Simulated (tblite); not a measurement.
# C2H9B2NO: the cost of one run

Programs: tblite 0.8.0 and PySCF 2.14.0, with density-fitted response routines of our own. Each step states its level of theory. These are calculated values for one molecule in the gas phase, unless marked as measured. Atoms count from 0, in the outputs and in this text.

### Step 1. The molecule as given

15 atoms, charge 0, multiplicity 1; geometry from: force field or distance geometry start.

Bonds of the start (Å): B0–C1 1.55, C1–N2 1.44, N2–B3 1.52, B3–O4 1.48, O4–C5 1.40, B0–H6 1.19, B0–H7 1.20, C1–H8 1.14, C1–H9 1.10, N2–H10 1.02, B3–H11 1.20, C5–H12 1.12, C5–H13 1.11, C5–H14 1.11.

### Step 2. Geometry optimisation with GFN2-xTB

The job: settings as JSON, then the geometry in Å.

```
{"job": {"kind": "relax", "xc": "GFN2-xTB", "basis": "xTB"}, "charge": 0, "multiplicity": 1}
B     -2.967700     0.385500    -0.224700
C     -1.620100    -0.364500    -0.420200
N     -0.446300     0.420500    -0.113700
B      0.764000    -0.459700    -0.359400
O      1.857300    -0.405300     0.638100
C      2.879700     0.295300    -0.013300
H     -2.976400     1.550600     0.011300
H     -3.858000    -0.215200     0.304700
H     -1.635200    -1.265800     0.274500
H     -1.544400    -0.790200    -1.427300
H     -0.455100     0.901400     0.787100
H      0.569900    -1.487600    -0.949000
H      2.808800     1.351500     0.362600
H      3.881700    -0.137700     0.204100
H      2.737400     0.229200    -1.108100
```

Started as:

```
$ OMP_NUM_THREADS=1 python probes_run.py task.json out
```

One launch serves the whole session: the jobs run in the order shown.

Q: Estimate the wall time and peak memory of this first job on 1 thread of Intel Xeon at 2.50GHz, shared host.

About 1.1 s, with a peak of 0.18 GiB.
